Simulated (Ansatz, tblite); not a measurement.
# The cluster Be₉: rung by rung

How do method and basis change the picture of the cluster Be₉ (singlet)?

The runs use Ansatz 0.2.0, Gaussian basis; as each input shows.

Levels to be run: GFN1-xTB, GFN2-xTB, PBE/def2-TZVP, r2SCAN/def2-TZVP, B3LYP/def2-TZVP, LC-ωPBE/def2-TZVP, LDA/def2-TZVP, HF/def2-TZVP, BHLYP/def2-TZVP, r2SCANh/def2-TZVP, B97M-V/def2-TZVP, PBE/def2-SVP, PBE0/def2-SVP, HF/STO-3G, PBE0/def2-TZVPD, PBE/def2-TZVPD, r2SCAN/def2-TZVPD, CCSD(T)/def2-TZVPP, MP2/def2-TZVP, RPA/def2-TZVP.

1 further run of the same task is left out (it didn't finish).

## Step 1: The structure

The geometry is that of the singlet, from an earlier relaxation (PBE0/def2-SVP). At that level it is the lowest of the isomers that a small search found.

9 atoms, charge 0, spin multiplicity 1.

Bond lengths: Be1–Be4 2.101 Å, Be1–Be5 2.101 Å, Be1–Be6 2.101 Å, Be1–Be9 2.101 Å, Be2–Be3 2.216 Å, Be2–Be5 2.232 Å, Be2–Be6 2.232 Å, Be2–Be7 2.101 Å, Be2–Be8 2.101 Å, Be3–Be4 2.232 Å, Be3–Be7 2.101 Å, Be3–Be8 2.101 Å, Be3–Be9 2.232 Å, Be4–Be5 2.216 Å, Be4–Be7 2.101 Å, Be4–Be9 2.232 Å, Be5–Be6 2.232 Å, Be5–Be7 2.101 Å and more. Angles: Be4–Be1–Be5 63.6°, Be4–Be1–Be6 96.9°, Be4–Be1–Be9 64.2°, Be5–Be1–Be6 64.2°, Be5–Be1–Be9 96.9°, Be6–Be1–Be9 63.6°, Be3–Be2–Be5 90.0°, Be3–Be2–Be6 90.0°, Be3–Be2–Be7 58.2°, Be3–Be2–Be8 58.2°, Be5–Be2–Be6 60.0°, Be5–Be2–Be7 57.9°, Be5–Be2–Be8 108.0°, Be6–Be2–Be7 108.0°, Be6–Be2–Be8 57.9°, Be7–Be2–Be8 114.3°, Be2–Be3–Be4 90.0°, Be2–Be3–Be7 58.2° and more.

PBE0/def2-TZVP was run before; its log isn't repeated, and its numbers join the tables.

## Step 2: GFN1-xTB

Tight binding, by tblite at 300 K electronic temperature and without a spin-polarisation term:

```python
tblite.interface.Calculator('GFN1-xTB', numbers, positions, charge=0, uhf=0).singlepoint()
```

Energy -182.1009 eV, HOMO -7.69 eV, LUMO -7.43 eV; 0.005 s.

## Step 3: GFN2-xTB

Tight binding, by tblite at 300 K electronic temperature and without a spin-polarisation term:

```python
tblite.interface.Calculator('GFN2-xTB', numbers, positions, charge=0, uhf=0).singlepoint()
```

Energy -146.6564 eV, HOMO 0.87 eV, LUMO 3.53 eV; 0.008 s.

## Step 4: PBE/def2-TZVP

start.molden holds the orbitals of an earlier run on this state, given as this run's starting guess.

in.yaml

```yaml
crystal:
  periodic: [false, false, false]
  atoms:
    - {symbol: Be, position_ang: [1.864790, 0.679833, -0.460623]}
    - {symbol: Be, position_ang: [-1.554336, 0.612357, 0.310881]}
    - {symbol: Be, position_ang: [-0.803962, -1.472126, 0.271677]}
    - {symbol: Be, position_ang: [1.208670, -0.759842, 0.921411]}
    - {symbol: Be, position_ang: [0.458407, 1.324408, 0.960613]}
    - {symbol: Be, position_ang: [-0.029507, 1.189730, -1.212733]}
    - {symbol: Be, position_ang: [-0.546609, -0.233439, 1.948864]}
    - {symbol: Be, position_ang: [-1.318231, -0.446415, -1.488144]}
    - {symbol: Be, position_ang: [0.720769, -0.894505, -1.251936]}
basis:
  gaussian: {orbitals: def2-TZVP, initial_orbitals: start.molden}
hamiltonian: {xc: pbe}
scf: {omitted_lower_state_checks: [starts]}
output: {orbitals: {seedname: orbitals}}
```

On the command line:

```
$ ansatz run in.yaml --threads 4 --pin off --events-out ev --progress --plain --max-ram 3916MiB
```

The runs that follow: r2SCAN/def2-TZVP; B3LYP/def2-TZVP; LC-ωPBE/def2-TZVP; LDA/def2-TZVP; HF/def2-TZVP; BHLYP/def2-TZVP; r2SCANh/def2-TZVP; B97M-V/def2-TZVP; PBE/def2-SVP; PBE0/def2-SVP; HF/STO-3G; PBE0/def2-TZVPD; PBE/def2-TZVPD; r2SCAN/def2-TZVPD; CCSD(T)/def2-TZVPP; MP2/def2-TZVP; RPA/def2-TZVP.

Before running them: what should the planned runs give, taken together? Wanted: gap in def2-TZVP, named functionals and Hartree-Fock, smallest and largest; correlation energy, CCSD(T)/def2-TZVPP; correlation energy, MP2/def2-TZVP; binding an atom, functionals in def2-TZVP; PBE0 total energy, smallest basis above largest.

**Answer**, as computed:

| quantity | value |
| --- | --- |
| gap in def2-TZVP, named functionals and Hartree-Fock, smallest and largest | 0.07 eV (LDA), 5.64 eV (HF) |
| correlation energy, CCSD(T)/def2-TZVPP | -21.43 eV |
| correlation energy, MP2/def2-TZVP | -18.71 eV |
| binding an atom, functionals in def2-TZVP | 1.49 (BHLYP) to 2.22 eV (LDA) |
| PBE0 total energy, smallest basis above largest | 3.70 eV (def2-SVP, def2-TZVPD) |

Over the named functionals and Hartree-Fock in def2-TZVP the gap runs from 0.07 eV (LDA) to 5.64 eV (HF); exact exchange widens it. Notes on CCSD(T)/def2-TZVPP: large T1 diagnostic.
